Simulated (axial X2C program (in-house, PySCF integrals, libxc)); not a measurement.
# A two-component session on TaCl: properties at the nuclei

Wanted for TaCl: properties at the nuclei, at the two-component level.

Computed with an in-house X2C program for linear molecules on PySCF integrals. Level: two-component X2C with atomic mean-field terms, Ta dyall-cv3z, Cl dyall-av3z.

All values are calculated.

## 1. Input

task.json

```json
{"zs": [73, 17], "q": 0, "bas": ["dyall-cv3z", "dyall-av3z"], "r0": 2.45, "levels": ["PBE0", "HF", "PBE50", "PBE", "B3LYP"], "nst": 3}
```

Keys: zs atomic numbers; q charge; bas basis sets; r0 starting distance in Å; levels methods (HF also brings MP2); nst determinants followed.

Started as:

```
$ python soeom.py task.json out
```

The runs that follow: Expectation values, lowest determinant; Expectation values, a higher determinant; Expectation values, a higher determinant.

What does the calculation give? Wanted: lowest determinant; Eeff magnitude; Ws magnitude Ta; A∥/gI Ta; qzz Ta; higher determinant (for each run or level that gives them).

The runs gave:

```
                                        quantity                                            value
                              lowest determinant  Ω = 1 (excess of +ω over −ω: ω = -3/2, ω = 5/2)
                    Eeff magnitude (GV/cm), PBE0                                             26.5
                     Ws magnitude Ta (kHz), PBE0                                             25.4
                            A∥/gI Ta (MHz), PBE0                                             4400
                             qzz Ta (a.u.), PBE0                                             1.07
                              higher determinant   Ω = 2 (excess of +ω over −ω: ω = 1/2, ω = 3/2)
Eeff magnitude (GV/cm), PBE0, higher determinant                                             10.8
 Ws magnitude Ta (kHz), PBE0, higher determinant                                              5.2
        A∥/gI Ta (MHz), PBE0, higher determinant                                              979
         qzz Ta (a.u.), PBE0, higher determinant                                            -3.60
                              higher determinant   Ω = 3 (excess of +ω over −ω: ω = 1/2, ω = 5/2)
Eeff magnitude (GV/cm), PBE0, higher determinant                                             25.5
 Ws magnitude Ta (kHz), PBE0, higher determinant                                              8.3
        A∥/gI Ta (MHz), PBE0, higher determinant                                             1830
         qzz Ta (a.u.), PBE0, higher determinant                                             1.42
```

What this shows: In the first state, the effective field runs from 20.8 to 37.7 GV/cm over the mean-field levels. The expectation values come from single determinants, which for open shells can mix terms of unlike spin or miss the lowest Ω, so a determinant need not be a state. Eeff is the effective electric field on the electron dipole moment in this Ω state and Ws the scalar–pseudoscalar constant (defined with the proton number Z and per Ω); A∥ is the parallel hyperfine constant, which follows by multiplying with the nuclear g factor gI = μI/(I μN); qzz is the electric field gradient, eQq0 = 234.96 MHz × Q/barn × qzz; μ is positive if Cl is the positive end. The operators were transformed with the bare-nucleus X2C matrices. A second determinant lies within 0.1 eV of the first, so their order is not settled at this level.
